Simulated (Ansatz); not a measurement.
**CH6O3Si: a ladder of functionals and wavefunction methods**

One table from this session's results is given with a row withheld; the runs are named, their logs left out.

The runs use Ansatz 0.2.0, Gaussian basis; functionals in def2-TZVPP, the program's frozen cores in correlated methods.

The runs, in order: PBE-D4, r2SCAN-D4, PBE0-D4, B3LYP-D4, ωB97X-V, ωB97M-V, B2PLYP; CCSD(T)/def2-TZVPP; MP2/def2-QZVPP; extrapolation to the limit.

## The geometry

The geometry comes from an earlier relaxation with PBE0-D4 in a triple-zeta def2 set; it is a stationary point, not always the lowest conformer.

SMILES `OC(O)(O)[SiH3]`, 11 atoms, charge 0, spin multiplicity 1.

Atoms are counted from 1 here; the program's logs count them from 0.

Bond lengths: O1–C2 1.412 Å, O1–H6 0.962 Å, C2–O3 1.397 Å, C2–O4 1.380 Å, C2–Si5 1.927 Å, O3–H7 0.963 Å, O4–H8 0.968 Å, Si5–H9 1.482 Å, Si5–H10 1.488 Å, Si5–H11 1.485 Å. Angles: C2–O1–H6 108.0°, O1–C2–O3 105.1°, O1–C2–O4 111.9°, O1–C2–Si5 112.1°, O3–C2–O4 108.5°, O3–C2–Si5 111.3°, O4–C2–Si5 107.9°, C2–O3–H7 107.4°, C2–O4–H8 107.0°, C2–Si5–H9 110.6°, C2–Si5–H10 109.3°, C2–Si5–H11 107.1°, H9–Si5–H10 110.2°, H9–Si5–H11 110.4°, H10–Si5–H11 109.2°.

Set-up of the first run:

The input, in.yaml:

```yaml
crystal:
  periodic: [false, false, false]
  atoms:
    - {symbol: O, position_ang: [-0.101906, 0.761303, 1.391685]}
    - {symbol: C, position_ang: [-0.161687, -0.247560, 0.405631]}
    - {symbol: O, position_ang: [0.678488, -1.261534, 0.871348]}
    - {symbol: O, position_ang: [-1.435286, -0.762135, 0.272059]}
    - {symbol: Si, position_ang: [0.403249, 0.393375, -1.321786]}
    - {symbol: H, position_ang: [-0.728782, 1.450654, 1.151317]}
    - {symbol: H, position_ang: [1.364241, -0.844950, 1.403552]}
    - {symbol: H, position_ang: [-1.626029, -1.257586, 1.081351]}
    - {symbol: H, position_ang: [0.285073, -0.677885, -2.339034]}
    - {symbol: H, position_ang: [-0.430186, 1.564290, -1.708421]}
    - {symbol: H, position_ang: [1.818025, 0.825026, -1.187203]}
basis:
  gaussian: {orbitals: def2-TZVPP}
hamiltonian: {xc: pbe, dispersion: d4}
output: {forces: true, orbitals: {seedname: orbitals}}
```

Launch:

```sh
ansatz run in.yaml --threads 4 --pin off --events-out ev --progress --plain --max-ram 10444MiB
```

Steps of the session up to this table: PBE-D4 (GGA); r2SCAN-D4 (meta-GGA); PBE0-D4 (hybrid); B3LYP-D4 (hybrid); ωB97X-V (range-separated); ωB97M-V (range-separated); B2PLYP (double hybrid); CCSD(T) in def2-TZVPP; MP2 in def2-QZVPP.

One of the session's tables, all rows but one given; the rest of the session is left out.

```
            method  atomisation energy (kJ/mol)
            PBE-D4                       3989.1
         r2SCAN-D4                       3912.5
           PBE0-D4                       3880.6
          B3LYP-D4                       3889.1
           ωB97X-V                            ?
           ωB97M-V                       3922.6
            B2PLYP                       3851.1
     HF/def2-TZVPP                       2653.6
    MP2/def2-TZVPP                       3882.8
   CCSD/def2-TZVPP                       3732.5
CCSD(T)/def2-TZVPP                       3800.2
           MP2/CBS                       4003.9
       CCSD(T)/CBS                       3921.3
```

**Question.** Estimate the row for ωB97X-V.

The run gave: atomisation energy (kJ/mol): 3922.1. In the column «atomisation energy (kJ/mol)» it lies between CCSD(T)/CBS (3921.3) and ωB97M-V (3922.6).
